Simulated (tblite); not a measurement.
# C3H10GeSSi: the cost of one run

The runs use tblite 0.8.0 and PySCF 2.14.0, with density-fitted response routines of our own; the level of theory stands in each step. All values are computed, except where a source is named. Atoms are numbered from 0 throughout.

### 1 Starting geometry

16 atoms, charge 0, multiplicity 1; geometry from: force field or distance geometry start.

Bonds of the start (Å): C0–C1 1.49, C1–S2 1.44, C1–Si3 1.85, Si3–C4 1.88, C4–Ge5 1.94, C0–H6 1.11, C0–H7 1.11, C0–H8 1.11, Si3–H9 1.48, Si3–H10 1.48, C4–H11 1.11, C4–H12 1.11, Ge5–H13 1.54, Ge5–H14 1.55, Ge5–H15 1.56.

### 2 Relaxing the molecule with GFN2-xTB

What the job is given:

```
{"job": {"kind": "relax", "xc": "GFN2-xTB", "basis": "xTB"}, "charge": 0, "multiplicity": 1}
C     -1.366500     1.267300    -1.480100
C     -0.792400    -0.098900    -1.347500
S     -0.151500    -0.743400    -2.459200
Si    -0.849700    -0.987000     0.274100
C      0.881400    -1.272500     0.935600
Ge     1.744200     0.444000     1.225500
H     -1.811800     1.617800    -0.522600
H     -2.172600     1.269100    -2.242000
H     -0.581200     1.989400    -1.778600
H     -1.607500    -0.201500     1.268200
H     -1.520200    -2.293300     0.099900
H      1.462200    -1.859100     0.189800
H      0.828200    -1.828600     1.894800
H      0.927300     1.265100     2.247900
H      1.827000     1.229500    -0.109300
H      3.175500     0.211000     1.792200
```

The run is started by

```console
$ OMP_NUM_THREADS=1 python probes_run.py task.json out
```

The driver reads the jobs from task.json and runs them one after another.

Q: Estimate the wall time and peak memory of this first job on 1 thread of Arm Neoverse V1, shared host.

About 1.1 s, with a peak of 0.18 GiB.
